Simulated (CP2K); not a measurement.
# CuSn3 under changes of volume

One of the cells (24.437 Å³/atom); the others are scaled copies at fixed shape and fractional positions:

```
Sn Cu
1.0
     5.81017    0.00000    0.00000
     2.35611    5.31101    0.00000
    -4.08314   -2.65550    3.16770
Sn Cu
3 1
Direct
  0.50000 0.50000 0.00000
  0.25000 0.75000 0.50000
  0.75000 0.25000 0.50000
  0.00000 0.00000 0.00000
```

The cell comes from a database or a generator and needn't be the stable form of this composition.

| Item | Value |
| --- | --- |
| Program | CP2K 2026.2 |
| Functional | PBE |
| Potentials or basis | POTENTIAL_UZH Sn GTH-PBE-q4, Cu GTH-PBE-q11; TZVP-MOLOPT-PBE-GTH basis |
| Density cutoff | 6123 eV |
| k mesh | 8 × 8 × 8 |
| Occupations | fermi-dirac, width 0.05 eV |
| Spin | no spin polarisation |

```csv
volume (Å³/atom),energy over the lowest point (meV/atom),pressure (GPa),largest force (eV/Å)
22.971,?,?,?
23.460,7.21,2.4,0.000
23.948,1.83,1.1,0.001
24.437,0.00,0.0,0.001
24.926,1.36,-0.9,0.001
25.415,5.57,-1.8,0.001
25.903,12.31,-2.6,0.002
```

Problem. What does the run at 22.971 Å³/atom give?

Solution. Energy over the lowest point 16.51 meV/atom; pressure 3.7 GPa; largest force 0.000 eV/Å.

Worked out: A Birch-Murnaghan fit of order 3 (a polynomial in V^(-2/3)) to the other rows has its minimum at 24.46 Å³/atom with B0 = V·E''(V) = 52 GPa and B' = 4.6 at fixed shape and positions, which overstates the stiffness. It gives 16.59 meV/atom at 22.971 Å³/atom, against the run's 16.51, and -dE/dV = 3.8 GPa, against 3.7.

Energies are extrapolated to zero smearing.

Caveats: the basis of atomic orbitals isn't converged, which shifts pressures, moduli and gaps.
